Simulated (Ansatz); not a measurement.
This script for Ansatz 0.2.0, Python API starts 5 runs on CH₆AlBS, SMILES [CH3][AlH][BH]S. What input does the engine get in each?

`run_methods.py`:
```python
from pathlib import Path
import logging
import sys
import warnings

import ansatz
from ase import Atoms
import numpy as np

logging.basicConfig(stream=sys.stdout, format="%(levelname)s %(message)s")
log = logging.getLogger("calc")
log.setLevel(logging.INFO)

BASIS = "def2-SVP"


def main() -> None:
    warnings.simplefilter("ignore", ansatz.DeckWarning)

    atoms = Atoms(["C", "Al", "B", "S", "H", "H", "H", "H", "H", "H"], positions=[
        (-0.9561, 1.3782, -0.1905),
        (0.7706, 0.6414, 0.2335),
        (0.9291, -1.3942, 0.4625),
        (-0.4735, -2.4909, 0.2803),
        (-1.3659, 0.9894, -1.1774),
        (-0.9136, 2.5404, -0.2987),
        (-1.6955, 1.1807, 0.6113),
        (2.0875, 1.61, 0.3846),
        (2.0183, -1.8518, 0.7699),
        (-0.3176, -2.6544, -1.0726),
    ])
    mol = ansatz.Crystal.molecule_from_ase(atoms)

    job = mol.calculation().basis(gaussian=BASIS)

    log.info("functional    E (Ha)        dipole (D)   HOMO (eV)  LUMO (eV)")
    for name in ["b3lyp", "lda", "cam_b3lyp", "r2scan", "blyp"]:
        data = job.functional(name).forces().orbitals().run(threads=1, pin="off", runs_dir="runs").report
        lines = Path(data["orbitals_path"]).read_text().splitlines()
        field_of = lambda key: [line.split("=")[1].strip() for line in lines if line.startswith(key)]
        orbitals = [(27.211386 * float(e), s, float(n)) for e, s, n in zip(field_of("Ene="), field_of("Spin="), field_of("Occup="))]
        homo = max(e for e, _, n in orbitals if n > 0.5)
        lumo = min(e for e, _, n in orbitals if n < 0.5)
        dipole = 4.803205 * np.linalg.norm(data["charge_distribution"]["dipole_moment_e_ang"])
        log.info(f"{name:10s} {data['free_energy_ev'] / 27.211386246:14.6f} {dipole:9.3f} {homo:11.3f} {lumo:10.3f}")


if __name__ == "__main__":
    main()
```

Run 1:
```yaml
crystal:
  periodic: [false, false, false]
  atoms:
    - { symbol: C, position_ang: [-0.9561, 1.3782, -0.1905] }
    - { symbol: Al, position_ang: [0.7706, 0.6414, 0.2335] }
    - { symbol: B, position_ang: [0.9291, -1.3942, 0.4625] }
    - { symbol: S, position_ang: [-0.4735, -2.4909, 0.2803] }
    - { symbol: H, position_ang: [-1.3659, 0.9894, -1.1774] }
    - { symbol: H, position_ang: [-0.9136, 2.5404, -0.2987] }
    - { symbol: H, position_ang: [-1.6955, 1.1807, 0.6113] }
    - { symbol: H, position_ang: [2.0875, 1.61, 0.3846] }
    - { symbol: H, position_ang: [2.0183, -1.8518, 0.7699] }
    - { symbol: H, position_ang: [-0.3176, -2.6544, -1.0726] }
basis:
  gaussian:
    orbitals: def2-SVP
hamiltonian:
  xc: b3lyp
output:
  orbitals: {}
  forces: true
```

Run 2, against run 1:
```diff
-  xc: b3lyp
+  xc: lda
```

Run 3, against run 1:
```diff
-  xc: b3lyp
+  xc: cam_b3lyp
```

Run 4, against run 1:
```diff
-  xc: b3lyp
+  xc: r2scan
```

Run 5, against run 1:
```diff
-  xc: b3lyp
+  xc: blyp
```

Running `python run_methods.py` prints:
```text
INFO functional    E (Ha)        dipole (D)   HOMO (eV)  LUMO (eV)
INFO b3lyp         -706.929897     1.002      -5.840     -3.263
INFO lda           -703.749221     1.252      -4.962     -4.230
INFO cam_b3lyp     -706.847013     0.972      -7.334     -1.957
INFO r2scan        -706.781459     1.098      -5.158     -3.821
INFO blyp          -706.826511     1.087      -4.737     -3.793
```

What to keep in mind:
- Total energies depend on the basis set; only differences at equal settings carry meaning.
- The geometry is a force-field or estimated start, not a minimum of this method, and the basis set is short of its limit. A lower total doesn't mark the better method: functionals have no common bound, and MP2 and coupled cluster aren't variational.
- b3lyp holds the VWN-RPA fit, as in Gaussian; the form of ORCA and Turbomole is b3lyp5.
- Levels such as HOMO and LUMO are orbital energies: with these approximate functionals they aren't the ionisation energy and electron affinity, and their gap isn't the fundamental gap.
- Wall time of the script: 18 s on 1 thread of Arm Neoverse V2, with other jobs on the host, peak memory 0.27 GiB.
